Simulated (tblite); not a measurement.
# F2H5O2Si2: the cost of one run

Programs: tblite 0.8.0 and PySCF 2.14.0. All values are calculated, for the isolated system unless a continuum is named. Atoms count from 0, parts from 1.

## (1) Starting point

11 atoms, charge -1, multiplicity 1; geometry: distance geometry start.

## (2) Geometry optimisation with GFN2-xTB

What the job is given:

```
{"job": {"kind": "relax", "xc": "GFN2-xTB", "basis": "xTB"}, "charge": -1, "multiplicity": 1}
Si    -0.826038     0.033012    -2.162999
O      0.843698     0.575213    -2.428619
F     -1.859849     1.343500    -2.333122
H     -1.154592    -0.951089    -3.116934
H     -0.946403    -0.522935    -0.871801
Si    -1.268814    -1.214374     0.342198
O     -1.893608    -2.797714    -0.044989
F      0.122867    -1.367060     1.292664
H     -2.240809    -0.457935     1.076736
H      1.563374     0.486508    -1.781595
H     -1.719441    -3.303520    -0.860156
```

With the program's defaults for keys left out, this is: GFN2-xTB geometry optimisation, gas phase.

The run is started by

```sh
OMP_NUM_THREADS=1 python cluster_run.py task.json out
```

This one command runs all jobs of the session in turn.

Q: Estimate the wall time of this first job on 1 thread of Arm Neoverse V1, shared host.

About 5.2 s.
